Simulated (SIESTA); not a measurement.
A run of SIESTA 5.4.2:

TiPd2.fdf

```
SystemName                      TiPd2
SystemLabel                     TiPd2
NumberOfSpecies                 2
NumberOfAtoms                   3
%block ChemicalSpeciesLabel
  1  46 Pd
  2  22 Ti
%endblock ChemicalSpeciesLabel

LatticeConstant                 1.0 Ang
%block LatticeVectors
    -1.5462316300     1.7074557600     4.3255608200
     1.5462316300    -1.7074557600     4.3255608200
     1.5462316300     1.7074557600    -4.3255608200
%endblock LatticeVectors
AtomicCoordinatesFormat         Fractional
%block AtomicCoordinatesAndAtomicSpecies
     0.3423438700     0.3423438700     0.0000000000  1  Pd
     0.6576561300     0.6576561300     0.0000000000  1  Pd
     0.0000000000     0.0000000000     0.0000000000  2  Ti
%endblock AtomicCoordinatesAndAtomicSpecies

%block kgrid.MonkhorstPack
   11   0   0  0.0
    0  11   0  0.0
    0   0  11  0.0
%endblock kgrid.MonkhorstPack
XC.Functional                   GGA
XC.Authors                      PBEsol
PAO.BasisSize                   DZP
PAO.EnergyShift                 0.003 Ry
Mesh.Cutoff                     800 Ry
OccupationFunction              FD
ElectronicTemperature           0.05 eV
MaxSCFIterations                120
SCF.MustConverge                false
SCF.Mixer.Method                Pulay
SCF.Mixer.Weight                0.25
SCF.Mixer.History               8
SCF.DM.Tolerance                5.0e-05
SCF.H.Tolerance                 1.0e-03 eV
WriteForces                     true
Charge.Mulliken                 end
BandLinesScale                  ReciprocalLatticeVectors
%block BandLines
    1    0.000000   0.000000   0.000000  \Gamma
   10   -0.281945   0.281945   0.281945  X
    7   -0.070899   0.070899   0.492991  L
    2    0.000000   0.000000   0.500000  T
    3    0.250000   0.250000   0.250000  W
    8    0.000000   0.500000   0.000000  R
    3    0.281945   0.718055  -0.281945  X1
    8    0.500000   0.500000  -0.500000  Z
    6    0.000000   0.000000   0.000000  \Gamma
    9    0.288954  -0.288954   0.288954  Y
    3    0.500000   0.000000   0.000000  S
    9    0.250000   0.250000   0.250000  W
    1    0.070899  -0.070899   0.507009  L1
    8    0.288954  -0.288954   0.288954  Y
    1    0.711046   0.288954  -0.288954  Y1
    7    0.500000   0.500000  -0.500000  Z
%endblock BandLines
%block PAO.Basis
  Pd 5
  n=4 0 2
    2.827 0.000
  n=5 0 2
    8.651 0.000
  n=4 1 2
    3.241 0.000
  n=5 1 1
    8.651
  n=4 2 2
    5.842 0.000
  Ti 5
  n=3 0 2
    3.151 0.000
  n=4 0 2
    8.703 0.000
  n=3 1 2
    3.568 0.000
  n=4 1 1
    8.703
  n=3 2 2
    6.267 0.000
%endblock PAO.Basis
```

Potentials or basis: PseudoDojo 0.4 standard (PBEsol files), DZP (energy shift 0.003 Ry; two zetas on semicore shells).

The run is started by

```bash
$ siesta < TiPd2.fdf > TiPd2.out 2>&1
```

Hardware: 1 thread of Intel(R) Xeon(R) 6975P-C (Granite Rapids) (shared host).

Q: Estimate the wall time of this run.

A: Run time: 4.5 min on 1 thread of Intel(R) Xeon(R) 6975P-C (Granite Rapids), with other jobs on the host, peak memory 0.51 GiB. Counts: scf iterations 12, k points 666, bands 69.
